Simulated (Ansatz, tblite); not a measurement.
**The cluster Rb₃Cl₃−: competing shapes**

The task here is to estimate one member of a computed series from the others.

Method: relaxed with PBE0-D4/def2-SVPD, doublet; program: Ansatz 0.2.0, Gaussian basis.

7 further runs of the same task are left out: 7 set aside as unsound or not needed. Runs told in other sessions of the task aren't counted.

## Where the work starts

6 atoms, charge -1, spin multiplicity 2.

Atoms are counted from 1 here; the program's logs count them from 0.

Bond lengths: Rb1–Cl5 3.022 Å, Rb1–Cl6 3.489 Å, Rb2–Cl4 3.019 Å, Rb2–Cl5 3.027 Å, Rb2–Cl6 3.172 Å, Rb3–Cl4 3.042 Å, Rb3–Cl6 3.513 Å. Angles: Cl5–Rb1–Cl6 88.9°, Cl4–Rb2–Cl5 127.6°, Cl4–Rb2–Cl6 96.2°, Cl5–Rb2–Cl6 95.0°, Cl4–Rb3–Cl6 89.1°, Rb2–Cl4–Rb3 84.8°, Rb1–Cl5–Rb2 85.5°, Rb1–Cl6–Rb2 75.9°, Rb1–Cl6–Rb3 70.9°, Rb2–Cl6–Rb3 75.1°.

As a file:

```xyz
6
charge -1, multiplicity 2
Rb    0.53647   -2.62201    0.31060
Rb   -1.38296    0.99731    0.56013
Rb    2.26866    0.70371   -1.24781
Cl    0.86981    2.97640    0.21132
Cl   -1.41698   -1.47276    2.30940
Cl   -0.87500   -0.58266   -2.14364
```

Rb takes a core potential in the def2 sets. No spin-orbit coupling is included. The ion is computed in the gas phase, without counter-ions or solvent.

A search from random starts with GFN2-xTB found 11 distinct shapes; 2 go on here. The structure above is candidate A, which lies 0.00 eV above the lowest at that level; B lies 0.12 eV above the lowest at that level.

Set-up of the first run:

Contents of in.yaml:

```yaml
crystal:
  periodic: [false, false, false]
  atoms:
    - {symbol: Rb, position_ang: [0.536470, -2.622010, 0.310600]}
    - {symbol: Rb, position_ang: [-1.382960, 0.997310, 0.560130]}
    - {symbol: Rb, position_ang: [2.268660, 0.703710, -1.247810]}
    - {symbol: Cl, position_ang: [0.869810, 2.976400, 0.211320]}
    - {symbol: Cl, position_ang: [-1.416980, -1.472760, 2.309400]}
    - {symbol: Cl, position_ang: [-0.875000, -0.582660, -2.143640]}
basis:
  gaussian: {orbitals: def2-SVPD}
total_charge: -1
magnetization: {spin_polarized: true, initial_magnetization: 1}
hamiltonian: {xc: pbe0, dispersion: d4}
scf: {lower_state_search: "off"}
output: {orbitals: {seedname: orbitals}}
relax: {f_tol: 0.02, max_steps: 100}
```

Started as:

```
ansatz run in.yaml --threads 4 --pin off --events-out ev --progress --plain --max-ram 4787MiB
```

Steps of the session up to this table: Relaxing candidate A; Relaxing candidate B; Candidate B, first pass, PBE0-D4/def2-SVP; Candidate B, PBE0-D4/def2-TZVPD; Candidate B, PBE-D4/def2-TZVPD; Candidate B, r2SCAN-D4/def2-TZVPD; Candidate B, LC-ωPBE/def2-TZVPD; Candidate B, CAM-B3LYP-D4/def2-TZVPD; Candidate B, r2SCAN0-D4/def2-TZVPD; Candidate B, MP2/def2-TZVPD; Candidate B, RPA/def2-TZVPD.

One of the session's tables, all rows but one given; the rest of the session is left out.

It belongs to the step «B against A». 

| level | B above A (kcal/mol) |
| --- | --- |
| GFN1-xTB | -2.1 |
| GFN2-xTB | ? |
| HF/def2-TZVPD | +6.5 |
| PBE-D4/def2-TZVPD | +6.0 |
| r2SCAN-D4/def2-TZVPD | +7.0 |
| PBE0-D4/def2-TZVPD | +6.6 |
| r2SCAN0-D4/def2-TZVPD | +7.0 |
| CAM-B3LYP-D4/def2-TZVPD | +6.9 |
| LC-ωPBE/def2-TZVPD | +6.5 |
| RPA/def2-TZVPD | +8.4 |
| MP2/def2-TZVPD | +7.6 |

Estimate the missing values for GFN2-xTB.

**Answer.** B above A (kcal/mol): +4.3. In the column «B above A (kcal/mol)» it lies between GFN1-xTB (-2.1) and PBE-D4/def2-TZVPD (+6.0).

Caveats from the session: The search was small, so a lower isomer may exist. Only doublets are compared; another spin may lie lower and prefer another shape. The anion's highest level is positive in at least one run, so there the basis alone may hold the extra electron.
